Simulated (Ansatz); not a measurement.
# TiAl: a strain scan

The task, for TiAl: strain the cell along the Voigt pattern (1, 0, 0, 0, 0, 0).

Program: Ansatz 0.2.0. Level of theory: DFT PBEsol, scalar-relativistic, plane waves, PAW. These are calculated values, not measurements.

### Step 1. The system as given

It takes space group Pm-3m (No. 221, cubic). Conventional cell: a = 3.179 Å, b = 3.179 Å, c = 3.179 Å, α = 90.00°, β = 90.00°, γ = 90.00°. Around Ti (site symmetry m-3m) lie 8 Al at 2.75 Å. Al (site symmetry m-3m) is surrounded by 8 Ti at 2.75 Å.

Coordinates:

```
Ti Al
1.0
     3.17906    0.00000    0.00000
     0.00000    3.17906    0.00000
     0.00000    0.00000    3.17906
Ti Al
1 1
Direct
  0.00000 0.00000 0.00000
  0.50000 0.50000 0.50000
```

It goes back to an entry of the Materials Project, which need not be the stable form.

No relaxation comes first: the listed cell is the starting point.

### Step 2. Next: a strain scan

The cell is strained by ε times the Voigt pattern (1, 0, 0, 0, 0, 0) (xx, yy, zz, yz, xz, xy; engineering shear), with fractional coordinates fixed (clamped ions). The stress on the pattern is the sum of the stress components weighted by it, tension positive.

### Step 3. Point ε = -0.1000

input.yaml

```yaml
crystal:
  lattice:
    - [2.8611576, 0.0, 0.0]
    - [0.0, 3.179064, 0.0]
    - [0.0, 0.0, 3.179064]
  atoms:
    - { symbol: Ti, position: [0.0, 0.0, 0.0] }
    - { symbol: Al, position: [0.5, 0.5, 0.5] }
basis:
  ecutwfc: 420
kpoints:
  mp_grid: { grid: [16, 16, 16] }
hamiltonian:
  xc: pbesol
scf:
  occupations: { method: gaussian, width: 0.15 }
output:
  forces: true
  stress: true
  eigenvalues: true
  write_density: true
  write_potential: true
  elf: true
  volumetric_format: npy
```

Run with:

```sh
ansatz run input.yaml --threads 1 --pin off --max-ram 2560MiB --backend cpu --events-out ev --progress --plain --runs-dir out
```

### Step 4. Point ε = 0.0750

Edit input.yaml of step 3 so:

```diff
@@ -2,3 +2,3 @@
   lattice:
-    - [2.8611576, 0.0, 0.0]
+    - [3.4174938, 0.0, 0.0]
     - [0.0, 3.179064, 0.0]
@@ -20,5 +20 @@
   eigenvalues: true
-  write_density: true
-  write_potential: true
-  elf: true
-  volumetric_format: npy
```

### Step 5. ε = -0.0500

Edit input.yaml of step 4 so:

```diff
@@ -2,3 +2,3 @@
   lattice:
-    - [3.4174938, 0.0, 0.0]
+    - [3.0201108, 0.0, 0.0]
     - [0.0, 3.179064, 0.0]
```

### Step 6. Point ε = 0.0250

Edit input.yaml of step 5 so:

```diff
@@ -2,3 +2,3 @@
   lattice:
-    - [3.0201108, 0.0, 0.0]
+    - [3.2585406, 0.0, 0.0]
     - [0.0, 3.179064, 0.0]
```

### Step 7. ε = 0.1000

Edit input.yaml of step 6 so:

```diff
@@ -2,3 +2,3 @@
   lattice:
-    - [3.2585406, 0.0, 0.0]
+    - [3.4969704, 0.0, 0.0]
     - [0.0, 3.179064, 0.0]
```

### Step 8. Point ε = -0.0750

Edit input.yaml of step 7 so:

```diff
@@ -2,3 +2,3 @@
   lattice:
-    - [3.4969704, 0.0, 0.0]
+    - [2.9406342, 0.0, 0.0]
     - [0.0, 3.179064, 0.0]
@@ -20 +20,5 @@
   eigenvalues: true
+  write_density: true
+  write_potential: true
+  elf: true
+  volumetric_format: npy
```

### Step 9. At ε = 0.0500

Edit input.yaml of step 8 so:

```diff
@@ -2,3 +2,3 @@
   lattice:
-    - [2.9406342, 0.0, 0.0]
+    - [3.3380172, 0.0, 0.0]
     - [0.0, 3.179064, 0.0]
@@ -20,5 +20 @@
   eigenvalues: true
-  write_density: true
-  write_potential: true
-  elf: true
-  volumetric_format: npy
```

### Step 10. Point ε = -0.0250

Edit input.yaml of step 9 so:

```diff
@@ -2,3 +2,3 @@
   lattice:
-    - [3.3380172, 0.0, 0.0]
+    - [3.0995874, 0.0, 0.0]
     - [0.0, 3.179064, 0.0]
```

### Step 11. At ε = 0.0875

Edit input.yaml of step 10 so:

```diff
@@ -2,3 +2,3 @@
   lattice:
-    - [3.0995874, 0.0, 0.0]
+    - [3.4572321, 0.0, 0.0]
     - [0.0, 3.179064, 0.0]
@@ -20 +20,5 @@
   eigenvalues: true
+  write_density: true
+  write_potential: true
+  elf: true
+  volumetric_format: npy
```

(Steps that only read results are left out.)

What does the calculation give? Wanted: slope of the stress at ε = 0, over ±0.0250.

As calculated:

```
                                  quantity   value
slope of the stress at ε = 0, over ±0.0250  73 GPa
```

The slope of the stress at zero strain, 73 GPa, estimates C11 with clamped ions in this Cartesian frame; letting the atoms relax could not make it stiffer. The reference stands under -2.4 GPa, so this is no zero-stress constant. The undisturbed cell is not the lowest point: the energy is 3.4 meV/atom lower at ε = -0.0250; the cell was taken as given and not relaxed at this level.
